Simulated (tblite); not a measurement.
# ClGe2H7Si: the cost of one run

Programs: tblite 0.8.0 and PySCF 2.14.0. All values are calculated, for the isolated system unless a continuum is named. Atoms count from 0, parts from 1.

## 1. Starting point

11 atoms, charge 0, multiplicity 1; geometry: distance geometry start.

## 2. Relaxing the cluster with GFN2-xTB

What the job is given:

```
{"job": {"kind": "relax", "xc": "GFN2-xTB", "basis": "xTB"}, "charge": 0, "multiplicity": 1}
Ge     0.044163     1.003443    -0.549312
Si     1.871478    -0.418842    -0.394655
Ge    -1.906693    -0.370043    -0.102168
Cl     0.083487     2.558502     0.948402
H     -0.026928     1.592719    -1.999293
H      3.095960     0.307115    -0.101662
H      2.082243    -1.184915    -1.644496
H      1.544150    -1.381684     0.687709
H     -1.638527    -1.676431    -0.891803
H     -1.963627    -0.764253     1.405406
H     -3.207894     0.337527    -0.493931
```

Method: GFN2-xTB geometry optimisation, gas phase.

On the command line:

```console
$ OMP_NUM_THREADS=1 python cluster_run.py task.json out
```

The driver reads the jobs from task.json and runs them one after another.

Q: Estimate the wall time of this first job on 1 thread of Arm Neoverse V1, shared host.

About 1.2 s.
